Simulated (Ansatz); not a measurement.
# GdN (rocksalt): equation of state

An exercise on one series of results from a longer session: the logs are not shown, and one member is left open.

Program: Ansatz 0.2.0. Level of theory: DFT r²SCAN, scalar-relativistic, plane waves, PAW. These are calculated values, not measurements.

2 further runs of the same task are left out: 1 that didn't finish, 1 set aside as unsound or not needed.

**The starting structure**

It takes space group Fm-3m (No. 225, cubic). Conventional cell: a = 4.973 Å, b = 4.973 Å, c = 4.973 Å, α = 90.00°, β = 90.00°, γ = 90.00°. Gd (site symmetry m-3m) is surrounded by 6 N at 2.49 Å. N (site symmetry m-3m) is surrounded by 6 Gd at 2.49 Å.

Structure file:

```
CELL_PARAMETERS angstrom
0.00000 2.48655 2.48655
2.48655 0.00000 2.48655
2.48655 2.48655 0.00000
ATOMIC_POSITIONS crystal
Gd 0.50000 0.50000 0.50000
N 0.00000 0.00000 0.00000
```

An earlier run at r²SCAN left this cell at 15.374 Å³/atom and 0.05 GPa (12×12×12 mesh).

Volume factors to run: 0.980, 1.020, 0.960, 1.040, 1.070.

The first run:

input.yaml reads:

```yaml
crystal:
  lattice:
    - [0.0, 2.4698645871, 2.4698645871]
    - [2.4698645871, 0.0, 2.4698645871]
    - [2.4698645871, 2.4698645871, 0.0]
  atoms:
    - { symbol: Gd, position: [0.5, 0.5, 0.5], spin: 7.62 }
    - { symbol: "N", position: [0.0, 0.0, 0.0] }
basis:
  ecutwfc: 500
  ecutrho_ratio: 4
kpoints:
  mp_grid: { grid: [12, 12, 12] }
hamiltonian:
  xc: r2scan
scf:
  occupations: { method: gaussian, width: 0.05 }
output:
  forces: true
  stress: true
  eigenvalues: true
  populations: true
magnetization:
  spin_polarized: true
```

The run is started by

```
$ ansatz run input.yaml --threads 2 --pin off --max-ram 2662MiB --backend cpu --events-out ev --progress --plain --runs-dir out
```

Among the steps run: Scaling the volume by 0.980; Scaling the volume by 1.020; Volume × 0.960; Volume × 1.040; At 1.070 of the relaxed volume.

One of the session's tables, all rows but one given; the rest of the session is left out.

It belongs to the step «Energy and pressure against volume». 

| volume (Å³/atom) | energy (meV/atom) | pressure (GPa) | moment of atom 1 (μB) |
| --- | --- | --- | --- |
| 14.759 | 13.31 | 7.12 | 6.92 |
| 15.067 | ? | ? | ? |
| 15.374 | 0.00 | 0.05 | 6.93 |
| 15.682 | 2.85 | -2.97 | 6.93 |
| 15.989 | 11.23 | -5.71 | 6.94 |
| 16.450 | 32.96 | -9.30 | 6.95 |

Q: Estimate the row for volume (Å³/atom) = 15.067 from the others.

Worked estimate for «energy (meV/atom)». A straight line through the neighbours (14.759, 13.31) and (15.374, 0.00) gives 13.31 + (0.00 − 13.31) × (15.067 − 14.759) / (15.374 − 14.759) = 6.64; a parabola fitted to 3 rows on both sides gives 3.48.

**Answer.** energy (meV/atom): 3.27; pressure (GPa): 3.41; moment of atom 1 (μB): 6.92. In «energy (meV/atom)» the line misses by +3.37 and the parabola by +0.21.

Caveats from the session: Warnings in the runs' records: stability check not made.
